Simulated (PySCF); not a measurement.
# [CeOCl]+: other functionals and bases at one geometry

How far do other levels of theory move the description of [CeOCl]+, and what does each cost? The species was built from a template and needn't be a known compound.

Method: several levels, as the steps say, no spin–orbit coupling; program: PySCF 2.14.0.

1 further run of the same task is left out (for a known fault of the program).

## 1. The starting structure

3 atoms, charge 1, spin multiplicity 1.

Bond lengths: Ce1–O2 1.709 Å, Ce1–Cl3 2.448 Å. Angles: O2–Ce1–Cl3 151.2°.

Geometry (Å):

```xyz
3
charge 1, multiplicity 1
Ce    0.2765    0.0000   -0.0154
O     1.9487    0.0000    0.3365
Cl   -2.0659    0.0000    0.6972
```

Formal oxidation states: Ce +4. An earlier session relaxed this geometry at PBE0, Ce def2-SVP with ECP28, O def2-SVP, Cl def2-SVP (singlet, point group Cs).

At PBE0 on the finer grid: E = -1009.868990 Eh, HOMO -14.02 eV, LUMO -8.86 eV, Mulliken charge on Ce1 +1.25 e, largest force component 0.005 eV/Å. 

Levels to run: M06-L; B3LYP; PBE0, TZVP. Hardware: 2 threads of Intel Xeon at 2.60GHz (Ice Lake), shared host.

## 2. M06-L

Input file run.py (the lines that set the calculation):

```python
mol = gto.M(atom='''
Ce     0.27648     0.00000    -0.01539
O      1.94873     0.00000     0.33648
Cl    -2.06594     0.00000     0.69720''',
    basis={'Ce': 'def2-SVP', 'O': 'def2-SVP', 'Cl': 'def2-SVP'},
    ecp={'Ce': 'def2-SVP'},
    charge=1, spin=0)
mf = dft.RKS(mol, xc='M06L')
mf.grids.atom_grid = (75, 302)  # f atoms: unpruned, at least (60, 302)
mf = mf.density_fit()  # fitting sets: Ce def2-universal-JKFIT, O def2-universal-JKFIT, Cl def2-universal-JKFIT
mf.conv_tol = 1e-08; mf.max_cycle = 55
mf.kernel(dm0)  # dm0: the density of the relaxed state
```

Command:

```sh
$ OMP_NUM_THREADS=2 python run.py
```

## 3. B3LYP

run.py (the lines that set the calculation), as its differences from that of step 2:

```diff
@@ -7,3 +7,3 @@
     charge=1, spin=0)
-mf = dft.RKS(mol, xc='M06L')
+mf = dft.RKS(mol, xc='B3LYP')
 mf.grids.atom_grid = (75, 302)  # f atoms: unpruned, at least (60, 302)
```

## 4. PBE0, TZVP

Basis: Ce def2-TZVP with ECP28, O def2-TZVP, Cl def2-TZVP. 

Input file run.py (the lines that set the calculation):

```python
mol = gto.M(atom='''
Ce     0.27648     0.00000    -0.01539
O      1.94873     0.00000     0.33648
Cl    -2.06594     0.00000     0.69720''',
    basis={'Ce': 'def2-TZVP', 'O': 'def2-TZVP', 'Cl': 'def2-TZVP'},
    ecp={'Ce': 'def2-TZVP'},
    charge=1, spin=0)
mf = dft.RKS(mol, xc='PBE0')
mf.grids.atom_grid = (75, 302)  # f atoms: unpruned, at least (60, 302)
mf = mf.density_fit()  # fitting sets: Ce def2-universal-JKFIT, O def2-universal-JKFIT, Cl def2-universal-JKFIT
mf.conv_tol = 1e-08; mf.max_cycle = 55
mf.kernel(dm0)  # dm0: free metal ions and neutral atoms
```

Before running it: what results should come out? Wanted: for each run, HOMO; gap; charge on Ce1; dipole; largest force.

**Answer**, as computed:

| level | state | HOMO (eV) | gap (eV) | charge on Ce1 (e) | dipole (D) | largest force (eV/Å) | basis functions | time |
| --- | --- | --- | --- | --- | --- | --- | --- | --- |
| PBE0 (relaxed here) | singlet | -14.02 | 5.16 | 1.25 | 2.52 | 0.01 | 110 | 12 s |
| M06-L | singlet | -12.76 | 2.08 | 1.32 | 2.48 | 0.67 | 110 | 8.4 s |
| B3LYP | singlet | -13.72 | 4.45 | 1.23 | 2.44 | 0.94 | 110 | 5.1 s |
| PBE0, TZVP | singlet | -14.02 | 5.15 | 1.45 | 2.51 | 0.09 | 161 | 16 s |

Times are on 2 threads of Intel Xeon at 2.60GHz (Ice Lake), shared host; the first row also made further properties. The dipole of a charged species depends on the origin, so these sizes hold for this origin alone.

In one basis the HOMO–LUMO gap runs from 2.08 eV (M06-L) to 5.16 eV (PBE0). The largest leftover force, 0.94 eV/Å with B3LYP, stands at a geometry relaxed at another level. The Mulliken charge on Ce spans +1.23 to +1.45 e over the levels. Total energies of different levels can't be compared. Spin–orbit coupling is left out throughout.
